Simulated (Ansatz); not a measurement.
**ClFHNSi (SMILES N=[Si](F)Cl): one structure at several levels**

One table from this session's results is given with a row withheld; the runs are named, their logs left out.

The runs use Ansatz 0.2.0, Gaussian basis; single points in def2-TZVPP.

Correlated methods freeze the cores.

### Where the work starts

SMILES `N=[Si](F)Cl`, 5 atoms, charge 0, spin multiplicity 1.

Atoms are counted from 1 here; the program's logs count them from 0.

Bond lengths: N1–Si2 1.639 Å, N1–H5 1.129 Å, Si2–F3 1.596 Å, Si2–Cl4 1.927 Å. Angles: Si2–N1–H5 126.3°, N1–Si2–F3 129.3°, N1–Si2–Cl4 124.8°, F3–Si2–Cl4 105.9°.

Coordinates:

```xyz
5

N    -0.1069    1.2746   -0.1313
Si   -0.1123   -0.3581    0.0107
F     1.0465   -1.3329    0.5162
Cl   -1.5943   -1.4978   -0.4582
H     0.7496    1.9648    0.1214
```

The first run:

run/in.yaml reads:

```yaml
crystal:
  periodic: [false, false, false]
  atoms:
    - {symbol: N, position_ang: [-0.106900, 1.274600, -0.131300]}
    - {symbol: Si, position_ang: [-0.112300, -0.358100, 0.010700]}
    - {symbol: F, position_ang: [1.046500, -1.332900, 0.516200]}
    - {symbol: Cl, position_ang: [-1.594300, -1.497800, -0.458200]}
    - {symbol: H, position_ang: [0.749600, 1.964800, 0.121400]}
basis:
  gaussian: {orbitals: def2-TZVPP}
correlation: {method: ccsd_t}
output: {forces: true}
```

No record of the launch command was kept for these runs.

Among the steps run: CCSD(T)/def2-TZVPP; PBE0-D4/def2-TZVPP; wB97M-V/def2-TZVPP; r2SCAN-D4/def2-TZVPP; PBE-D4/def2-TZVPP; B97M-V/def2-TZVPP; wB97X-V/def2-TZVPP.

One of the session's tables, all rows but one given; the rest of the session is left out.

```
   method  RMS force component (eV/Å)  angle to CCSD(T) forces (°)  dipole (D)
  CCSD(T)                       1.638                    reference        1.30
  PBE0-D4                       1.669                          5.4        1.37
  wB97M-V                       1.706                          7.2        1.50
r2SCAN-D4                       1.620                          3.4        1.32
   PBE-D4                       1.555                          8.8        1.21
   B97M-V                       1.657                          5.1        1.33
  wB97X-V                           ?                            ?           ?
```

Q: Estimate the row for wB97X-V from the others.

**Answer.** RMS force component (eV/Å): 1.710; angle to CCSD(T) forces (°): 7.9; dipole (D): 1.53. In the column «RMS force component (eV/Å)» it is the highest.
